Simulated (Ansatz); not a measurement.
**C₄H₁₁BN₂: basis-set convergence**

The task here is to estimate one member of a computed series from the others.

The runs use Ansatz 0.2.0, Gaussian basis; one geometry, several basis sets.

The runs, in order: PBE0-D4/def2-SVP; ωB97M-V/def2-SVP; PBE0-D4/def2-QZVPP; ωB97M-V/def2-QZVPP; the functionals' def2-TZVPP values are taken from earlier runs.

1 further run of the same task is left out (it didn't finish). Runs told in other sessions of the task aren't counted.

### Structure used throughout

An earlier PBE0-D4 in a triple-zeta def2 set relaxation fixed the geometry.

SMILES `CC1=[N+](C)[BH2-]N1C`, 18 atoms, charge 0, spin multiplicity 1.

Atoms are counted from 1 here; the program's logs count them from 0.

Bond lengths: C1–C2 1.484 Å, C1–H8 1.093 Å, C1–H9 1.089 Å, C1–H10 1.091 Å, C2–N3 1.322 Å, C2–N6 1.321 Å, N3–C4 1.426 Å, N3–B5 1.584 Å, C4–H11 1.097 Å, C4–H12 1.092 Å, C4–H13 1.094 Å, B5–N6 1.584 Å, B5–H14 1.210 Å, B5–H15 1.210 Å, N6–C7 1.426 Å, C7–H16 1.096 Å, C7–H17 1.093 Å, C7–H18 1.092 Å. Angles: C2–C1–H8 110.2°, C2–C1–H9 111.1°, C2–C1–H10 110.5°, H8–C1–H9 108.2°, H8–C1–H10 107.9°, H9–C1–H10 108.8°, C1–C2–N3 128.5°, C1–C2–N6 129.6°, N3–C2–N6 101.9°, C2–N3–C4 128.7°, C2–N3–B5 88.7°, C4–N3–B5 138.6°, N3–C4–H11 112.1°, N3–C4–H12 109.9°, N3–C4–H13 111.1°, H11–C4–H12 107.7°, H11–C4–H13 108.1°, H12–C4–H13 107.9° and more.

The first run:

in.yaml reads:

```yaml
crystal:
  periodic: [false, false, false]
  atoms:
    - {symbol: C, position_ang: [1.434299, 0.603296, 0.974808]}
    - {symbol: C, position_ang: [0.270082, 0.135261, 0.183240]}
    - {symbol: N, position_ang: [0.264071, -0.480562, -0.986584]}
    - {symbol: C, position_ang: [1.332489, -1.160952, -1.642221]}
    - {symbol: B, position_ang: [-1.315539, -0.557291, -0.896983]}
    - {symbol: N, position_ang: [-1.019142, 0.195954, 0.464965]}
    - {symbol: C, position_ang: [-1.716692, 1.015285, 1.400270]}
    - {symbol: H, position_ang: [1.944969, -0.246926, 1.434888]}
    - {symbol: H, position_ang: [1.122432, 1.282984, 1.766659]}
    - {symbol: H, position_ang: [2.151134, 1.117918, 0.332662]}
    - {symbol: H, position_ang: [1.367200, -2.225261, -1.377802]}
    - {symbol: H, position_ang: [1.207673, -1.091801, -2.724810]}
    - {symbol: H, position_ang: [2.298473, -0.716017, -1.386457]}
    - {symbol: H, position_ang: [-1.897505, 0.118051, -1.714394]}
    - {symbol: H, position_ang: [-1.739690, -1.681223, -0.754507]}
    - {symbol: H, position_ang: [-2.140157, 1.906292, 0.921710]}
    - {symbol: H, position_ang: [-1.060441, 1.342516, 2.210867]}
    - {symbol: H, position_ang: [-2.541254, 0.453675, 1.845486]}
basis:
  gaussian: {orbitals: def2-SVP}
hamiltonian: {xc: pbe0, dispersion: d4}
output: {orbitals: {seedname: orbitals}}
```

Started as:

```
> ansatz run in.yaml --threads 4 --pin off --events-out ev --progress --plain --max-ram 11315MiB
```

Among the steps run: PBE0-D4 in def2-SVP; ωB97M-V in def2-SVP; PBE0-D4 in def2-QZVPP; ωB97M-V in def2-QZVPP.

One table of the session follows, with a row left open; its other results are not shown here.

It belongs to the step «Functionals by basis». 

| functional | basis | HOMO (eV) | LUMO (eV) |
| --- | --- | --- | --- |
| PBE0-D4 | def2-SVP | -6.15 | 0.41 |
| PBE0-D4 | def2-TZVPP | -6.26 | 0.30 |
| PBE0-D4 | def2-QZVPP | ? | ? |
| ωB97M-V | def2-SVP | -8.38 | 2.50 |
| ωB97M-V | def2-TZVPP | -8.49 | 2.15 |
| ωB97M-V | def2-QZVPP | -8.51 | 1.43 |

Estimate the missing values for PBE0-D4, def2-QZVPP.

The run gave: HOMO (eV): -6.28; LUMO (eV): 0.24. In the column «HOMO (eV)» it lies between ωB97M-V, def2-SVP (-8.38) and PBE0-D4, def2-TZVPP (-6.26).
